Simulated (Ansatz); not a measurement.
**A workflow on GeSiH4F2 (SMILES F[SiH](F)[GeH3])**

Wanted: a series of 52 runs (r2SCAN/def2-SVP, U-r2SCAN/def2-SVP, PBE/def2-SVP, UPBE/def2-SVP, B3LYP/def2-SVP, UB3LYP/def2-SVP, HF/def2-SVP, UHF/def2-SVP, and more) of F2GeH4Si and its partners. 

The calculation is run with Ansatz 0.2.0.

## 1. The molecule

GeSiH4F2 has 8 atoms, charge 0, and is taken as a singlet. As SMILES, `F[SiH](F)[GeH3]`. The coordinates come from a PBE0-D4/def2-TZVP relaxation. The run starts from this shape.

Bond lengths: F1–Si2 1.592 Å, Si2–F3 1.592 Å, Si2–Ge4 2.377 Å, Si2–H5 1.481 Å, Ge4–H6 1.536 Å, Ge4–H7 1.534 Å, Ge4–H8 1.536 Å. Some angles: F1–Si2–F3 107.0°, F1–Si2–Ge4 109.5°, F3–Si2–Ge4 109.5°, F1–Si2–H5 107.4°, F3–Si2–H5 107.4°, Ge4–Si2–H5 115.8°, Si2–Ge4–H6 109.5°, Si2–Ge4–H7 110.3°, Si2–Ge4–H8 109.5°, H6–Ge4–H7 109.3°.

## 2. A structure relaxation at r2SCAN/def2-SVP (paw set gaussian, start density atoms) (run 1)

The input, input.yaml:

```yaml
crystal:
  periodic: [false, false, false]
  atoms:
    - {symbol: F, position_ang: [1.301800, -1.418600, 1.197400]}
    - {symbol: Si, position_ang: [1.139900, -0.126600, 0.280900]}
    - {symbol: F, position_ang: [1.983100, -0.386400, -1.044700]}
    - {symbol: Ge, position_ang: [-1.151500, 0.164400, -0.281300]}
    - {symbol: H, position_ang: [1.776500, 1.004200, 0.994900]}
    - {symbol: H, position_ang: [-1.970000, 0.389600, 0.998800]}
    - {symbol: H, position_ang: [-1.682300, -1.076600, -1.011200]}
    - {symbol: H, position_ang: [-1.305500, 1.392900, -1.190400]}
basis:
  gaussian:
    orbitals: def2-SVP
hamiltonian:
  xc: {name: r2SCAN}
relax: {}
```

Launch:

```console
$ ansatz run input.yaml --threads 1 --pin off --max-ram 3480MiB --events-out events.jsonl --progress --plain --runs-dir runs
```

The program printed (excerpt; [...] marks lines left out):

```text
Warning: RAYON_NUM_THREADS=1 ignored (pool sized by the plan → 1); use --threads N
[...]
Functional definition: r2SCAN
  name "r2SCAN"
[...]
1075 factors; their error is unknown
[...]
mean field -69880.70914239 eV, -2568.0686941371 hartree, gradient 2.7e-5 eV, S^2 0.000000; 0 other end points of the search recorded, 0 dependent functions left out
[...]
reference -69880.70915214 eV, -2568.0686944951 hartree; 34, 34 occupied and 64, 64 virtual orbitals, 1075 factors
relax step   1: F+E_penalty+E_count = -69880.70914239 eV  Δ(F+E_penalty+E_count) = +0.000e0 eV  max|allowed force component| = 9.487e-1 eV/Å  Δτ_max = 0.0000 Å  (25 SCF iters, accepted)
[...]
relax step   5: F+E_penalty+E_count = -69880.74046059 eV  Δ(F+E_penalty+E_count) = -1.527e-4 eV  max|allowed force component| = 1.084e-2 eV/Å  Δτ_max = 0.0077 Å  (22 SCF iters, accepted)
[...]
relax step   6: F+E_penalty+E_count = -69880.74046983 eV  Δ(F+E_penalty+E_count) = -9.237e-6 eV  max|allowed force component| = 2.515e-3 eV/Å  Δτ_max = 0.0018 Å  (20 SCF iters, accepted)
1075 factors; their error is unknown
mean field -69880.74046983 eV, -2568.0698453991 hartree, gradient 5.0e-5 eV, S^2 0.000000; 1 other end points of the search recorded, 0 dependent functions left out
[...]
reference -69880.74047953 eV, -2568.0698457557 hartree; 34, 34 occupied and 64, 64 virtual orbitals, 1075 factors
Total energy: -69880.74047953 eV, -2568.0698457557 hartree
Atom 0 at     1.284911    -1.438525     1.208813 Å, force     0.000528    -0.001247     0.000914 eV/Å
Atom 1 at     1.136294    -0.114892     0.285158 Å, force     0.002009    -0.001035     0.000125 eV/Å
Atom 2 at     1.977903    -0.389482    -1.072606 Å, force     0.001143    -0.000361    -0.001117 eV/Å
Atom 3 at    -1.144084     0.171564    -0.275793 Å, force    -0.002515     0.000777    -0.000397 eV/Å
Atom 4 at     1.787126     1.012271     1.001148 Å, force     0.000741     0.002303     0.001260 eV/Å
Atom 5 at    -1.978579     0.387816     0.994119 Å, force     0.000021    -0.000031    -0.000601 eV/Å
Atom 6 at    -1.656795    -1.076876    -1.004347 Å, force    -0.001670     0.000005    -0.000530 eV/Å
Atom 7 at    -1.314776     1.391023    -1.192091 Å, force    -0.000258    -0.000412     0.000346 eV/Å
Dipole moment:    -0.215112     0.257612     0.053113 e Å
```

Wall time 45 s (1 thread of Arm Neoverse V2, shared host); peak memory 0.15 GiB.

The path in brief:

```
step  energy from the first frame kept (eV)  largest force (eV/Å)
   1                                 0.0000                1.1903
   2                                -0.0215                0.7119
   3                                -0.0283                0.3563
   4                                -0.0312                0.0261
   5                                -0.0313                0.0121
   6                                -0.0313                0.0027
```

After the run. Bond lengths: F1–Si2 1.621 Å, Si2–F3 1.621 Å, Si2–Ge4 2.366 Å, Si2–H5 1.486 Å, Ge4–H6 1.535 Å, Ge4–H7 1.534 Å, Ge4–H8 1.535 Å. Some angles: F1–Si2–F3 106.9°, F1–Si2–Ge4 108.8°, F3–Si2–Ge4 108.8°, F1–Si2–H5 107.7°, F3–Si2–H5 107.7°, Ge4–Si2–H5 116.4°, Si2–Ge4–H6 110.2°, Si2–Ge4–H7 109.7°, Si2–Ge4–H8 110.2°, H6–Ge4–H7 109.0°.

## 3. The doublet cation: a geometry optimisation at U-r2SCAN/def2-SVP (paw set gaussian, start density atoms) (run 2)

The input, job.yaml:

```yaml
crystal:
  periodic: [false, false, false]
  atoms:
    - {symbol: F, position_ang: [1.301800, -1.418600, 1.197400]}
    - {symbol: Si, position_ang: [1.139900, -0.126600, 0.280900]}
    - {symbol: F, position_ang: [1.983100, -0.386400, -1.044700]}
    - {symbol: Ge, position_ang: [-1.151500, 0.164400, -0.281300]}
    - {symbol: H, position_ang: [1.776500, 1.004200, 0.994900]}
    - {symbol: H, position_ang: [-1.970000, 0.389600, 0.998800]}
    - {symbol: H, position_ang: [-1.682300, -1.076600, -1.011200]}
    - {symbol: H, position_ang: [-1.305500, 1.392900, -1.190400]}
basis:
  gaussian:
    orbitals: def2-SVP
hamiltonian:
  xc: {name: r2SCAN}
relax: {}
total_charge: 1
magnetization:
  spin_polarized: true
  initial_magnetization: 1
```

Launch:

```console
$ ansatz run job.yaml --threads 1 --pin off --max-ram 3480MiB --events-out events.jsonl --progress --plain --runs-dir runs
```

The program printed:

```text
Warning: RAYON_NUM_THREADS=1 ignored (pool sized by the plan → 1); use --threads N
The last accepted step is kept in runs//last_step.txt (removed where the run ends without a failure and the disk answers)
Functional definition: r2SCAN
  name "r2SCAN"
  parameter k0 = 0.174
  parameter k1 = 0.065
  parameter a1 = 4.9479
  exchange = r2scan_x(k0 = k0, k1 = k1, a1 = a1)
  correlation = r2scan_c
1075 factors; their error is unknown
mean field evaluation 1: about -69860.5614 eV, gradient 5.6e1 eV
mean field evaluation 2: about -69790.2382 eV, gradient 1.5e2 eV
mean field evaluation 4: about -69870.1307 eV, gradient 4.5e0 eV
mean field evaluation 8: about -69870.2594 eV, gradient 1.4e-1 eV
mean field evaluation 16: about -69870.1794 eV, gradient 6.3e-4 eV
mean field -69870.17944193 eV, -2567.6817347824 hartree, gradient 5.4e-5 eV, S^2 0.754880; 2 other end points of the search recorded, 0 dependent functions left out
the calculation of the forces begins
reference -69870.17945301 eV, -2567.6817351894 hartree; 34, 33 occupied and 64, 65 virtual orbitals, 1075 factors
relax step   1: F+E_penalty+E_count = -69870.17944193 eV  Δ(F+E_penalty+E_count) = +0.000e0 eV  max|allowed force component| = 3.006e0 eV/Å  Δτ_max = 0.0000 Å  (66 SCF iters, accepted)
these checks for a lower state are left out or cut short: starts, cluster_reference, orbital_swaps, neighbouring_geometries, increment
1075 factors; their error is unknown
mean field evaluation 32: about -69870.8616 eV, gradient 2.0e-2 eV
mean field -69870.78589663 eV, -2567.7040215816 hartree, gradient 1.1e-5 eV, S^2 0.753978; 0 other end points of the search recorded, 0 dependent functions left out
the calculation of the forces begins
reference -69870.78590773 eV, -2567.7040219892 hartree; 34, 33 occupied and 64, 65 virtual orbitals, 1075 factors
relax step   2: F+E_penalty+E_count = -69870.78589663 eV  Δ(F+E_penalty+E_count) = -6.065e-1 eV  max|allowed force component| = 1.620e0 eV/Å  Δτ_max = 0.1967 Å  (39 SCF iters, accepted)
these checks for a lower state are left out or cut short: starts, cluster_reference, orbital_swaps, neighbouring_geometries, increment
1075 factors; their error is unknown
mean field -69870.82544611 eV, -2567.7054749980 hartree, gradient 1.5e-5 eV, S^2 0.752977; 0 other end points of the search recorded, 0 dependent functions left out
the calculation of the forces begins
reference -69870.82545741 eV, -2567.7054754134 hartree; 34, 33 occupied and 64, 65 virtual orbitals, 1075 factors
relax step   3: F+E_penalty+E_count = -69870.82544611 eV  Δ(F+E_penalty+E_count) = -3.955e-2 eV  max|allowed force component| = 1.390e0 eV/Å  Δτ_max = 0.2000 Å  (38 SCF iters, accepted)
these checks for a lower state are left out or cut short: starts, cluster_reference, orbital_swaps, neighbouring_geometries, increment
1075 factors; their error is unknown
mean field -69870.81283677 eV, -2567.7050116133 hartree, gradient 8.8e-6 eV, S^2 0.754056; 0 other end points of the search recorded, 0 dependent functions left out
the calculation of the forces begins
reference -69870.81284782 eV, -2567.7050120193 hartree; 34, 33 occupied and 64, 65 virtual orbitals, 1075 factors
relax step   4: F+E_penalty+E_count = -69870.81283677 eV  Δ(F+E_penalty+E_count) = +1.261e-2 eV  max|allowed force component| = 1.746e0 eV/Å  Δτ_max = 0.1981 Å  (39 SCF iters, rejected (line search))
these checks for a lower state are left out or cut short: starts, cluster_reference, orbital_swaps, neighbouring_geometries, increment
1075 factors; their error is unknown
mean field -69870.93159701 eV, -2567.7093759717 hartree, gradient 1.7e-5 eV, S^2 0.753252; 0 other end points of the search recorded, 0 dependent functions left out
the calculation of the forces begins
reference -69870.93160823 eV, -2567.7093763840 hartree; 34, 33 occupied and 64, 65 virtual orbitals, 1075 factors
relax step   5: F+E_penalty+E_count = -69870.93159701 eV  Δ(F+E_penalty+E_count) = -1.062e-1 eV  max|allowed force component| = 1.828e-1 eV/Å  Δτ_max = 0.0991 Å  (34 SCF iters, accepted)
these checks for a lower state are left out or cut short: starts, cluster_reference, orbital_swaps, neighbouring_geometries, increment
1075 factors; their error is unknown
mean field evaluation 64: about -69870.9336 eV, gradient 1.7e-5 eV
mean field -69870.93359129 eV, -2567.7094492603 hartree, gradient 9.1e-6 eV, S^2 0.753236; 0 other end points of the search recorded, 0 dependent functions left out
the calculation of the forces begins
reference -69870.93360251 eV, -2567.7094496726 hartree; 34, 33 occupied and 64, 65 virtual orbitals, 1075 factors
relax step   6: F+E_penalty+E_count = -69870.93359129 eV  Δ(F+E_penalty+E_count) = -1.994e-3 eV  max|allowed force component| = 1.098e-1 eV/Å  Δτ_max = 0.0306 Å  (34 SCF iters, accepted)
these checks for a lower state are left out or cut short: starts, cluster_reference, orbital_swaps, neighbouring_geometries, increment
1075 factors; their error is unknown
mean field -69870.93449155 eV, -2567.7094823441 hartree, gradient 2.6e-5 eV, S^2 0.753231; 0 other end points of the search recorded, 0 dependent functions left out
the calculation of the forces begins
reference -69870.93450276 eV, -2567.7094827559 hartree; 34, 33 occupied and 64, 65 virtual orbitals, 1075 factors
relax step   7: F+E_penalty+E_count = -69870.93449155 eV  Δ(F+E_penalty+E_count) = -9.003e-4 eV  max|allowed force component| = 1.948e-2 eV/Å  Δτ_max = 0.0158 Å  (34 SCF iters, accepted)
these checks for a lower state are left out or cut short: starts, cluster_reference, orbital_swaps, neighbouring_geometries, increment
1075 factors; their error is unknown
mean field -69870.93454094 eV, -2567.7094841591 hartree, gradient 2.0e-5 eV, S^2 0.753236; 0 other end points of the search recorded, 0 dependent functions left out
the calculation of the forces begins
reference -69870.93455215 eV, -2567.7094845709 hartree; 34, 33 occupied and 64, 65 virtual orbitals, 1075 factors
relax step   8: F+E_penalty+E_count = -69870.93454094 eV  Δ(F+E_penalty+E_count) = -4.939e-5 eV  max|allowed force component| = 7.143e-3 eV/Å  Δτ_max = 0.0040 Å  (29 SCF iters, accepted)
1075 factors; their error is unknown
mean field evaluation 96: about -69870.9345 eV, gradient 2.1e-3 eV
mean field -69870.93454094 eV, -2567.7094841591 hartree, gradient 2.0e-5 eV, S^2 0.753236; 1 other end points of the search recorded, 0 dependent functions left out
the calculation of the forces begins
reference -69870.93455215 eV, -2567.7094845709 hartree; 34, 33 occupied and 64, 65 virtual orbitals, 1075 factors
Total energy: -69870.93455215 eV, -2567.7094845709 hartree
Atom 0 at     1.132177    -1.454215     1.185514 Å, force     0.000171    -0.003339     0.002232 eV/Å
Atom 1 at     1.250199    -0.139024     0.308686 Å, force     0.001293     0.007143     0.003554 eV/Å
Atom 2 at     1.838970    -0.384731    -1.142339 Å, force     0.001920    -0.000753    -0.003402 eV/Å
Atom 3 at    -1.331900     0.200018    -0.319766 Å, force     0.000165     0.000961     0.000436 eV/Å
Atom 4 at     1.707972     1.078047     1.006822 Å, force    -0.001875    -0.003494    -0.002141 eV/Å
Atom 5 at    -1.873727     0.377102     1.093781 Å, force    -0.000115    -0.000108    -0.000995 eV/Å
Atom 6 at    -1.455833    -1.166382    -0.984941 Å, force    -0.000967     0.000423    -0.000124 eV/Å
Atom 7 at    -1.175858     1.432086    -1.203357 Å, force    -0.000592    -0.000832     0.000440 eV/Å
Dipole moment:    -0.170169     0.456881     0.158237 e Å
```

Wall time 2.2 min (1 thread of Arm Neoverse V2, shared host); peak memory 0.21 GiB.

The path in brief:

| step | energy from the first frame kept (eV) | largest force (eV/Å) |
| --- | --- | --- |
| 1 | 0.0000 | 3.1240 |
| 2 | -0.6065 | 1.7044 |
| 3 | -0.6460 | 1.5800 |
| 4 | -0.6334 | 2.0570 |
| 5 | -0.7522 | 0.1984 |
| 6 | -0.7541 | 0.1186 |
| 7 | -0.7551 | 0.0222 |
| 8 | -0.7551 | 0.0081 |

After the run. Bond lengths: F1–Si2 1.585 Å, Si2–F3 1.585 Å, Si2–Ge4 2.679 Å, Si2–H5 1.476 Å, Ge4–H6 1.524 Å, Ge4–H7 1.525 Å, Ge4–H8 1.524 Å. Some angles: F1–Si2–F3 113.9°, F1–Si2–Ge4 99.4°, F3–Si2–Ge4 99.4°, F1–Si2–H5 116.5°, F3–Si2–H5 116.5°, Ge4–Si2–H5 107.8°, Si2–Ge4–H6 98.0°, Si2–Ge4–H7 93.9°, Si2–Ge4–H8 98.0°, H6–Ge4–H7 118.7°.

Runs 3 to 40 aren't shown in full; the table further down has their settings and results.

(Part 1 of 2 ends here.)
